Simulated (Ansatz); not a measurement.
# K (hcp type): the cost of one run

Computed with Ansatz 0.2.0 (DFT PBEsol, with the methods named in each step, unless a step's input says otherwise).

1 further run of the same task is left out (it didn't finish). Runs told in other sessions of the task aren't counted.

## 1. The starting structure

Symmetry: P6_3/mmc, No. 194, hexagonal system. The conventional cell has a = 4.667 Å, b = 4.667 Å, c = 7.561 Å, α = 90.00°, β = 90.00°, γ = 120.00°.

As a file:

```
CELL_PARAMETERS angstrom
4.66736 0.00000 0.00000
-2.33368 4.04205 0.00000
0.00000 0.00000 7.56112
ATOMIC_POSITIONS crystal
K 0.33333 0.66667 0.25000
K 0.66667 0.33333 0.75000
```

Whether this phase is the stable one at these pressures isn't tested.

Atoms are numbered in the order of the input: K1, K2.

## 2. Cell relaxed at zero pressure, PAW

The input, input.yaml:

```yaml
crystal:
  lattice:
    - [4.667360186, 0.0, 0.0]
    - [-2.333680093, 4.0420524897, 0.0]
    - [0.0, 0.0, 7.5611235014]
  atoms:
    - { symbol: K, position: [0.3333333333, 0.6666666667, 0.25] }
    - { symbol: K, position: [0.6666666667, 0.3333333333, 0.75] }
kpoints:
  mp_grid: { grid: [10, 10, 5] }
scf:
  occupations: { method: fermi_dirac, width: 0.05 }
hamiltonian:
  xc: pbesol
  pseudopotentials: { kind: paw }
output:
  forces: true
  stress: true
relax:
  f_tol: 0.005
  max_steps: 40
  cell: {}
```

Command:

```
$ ansatz run input.yaml --threads 1 --pin off --max-ram 2048MiB --backend cpu --events-out ev --progress --plain --runs-dir out
```

**Question.** How long does this run take on 1 thread of Arm Neoverse V1, shared host, and how much memory does it need?

About 7.9 s, with a peak of 0.38 GiB.
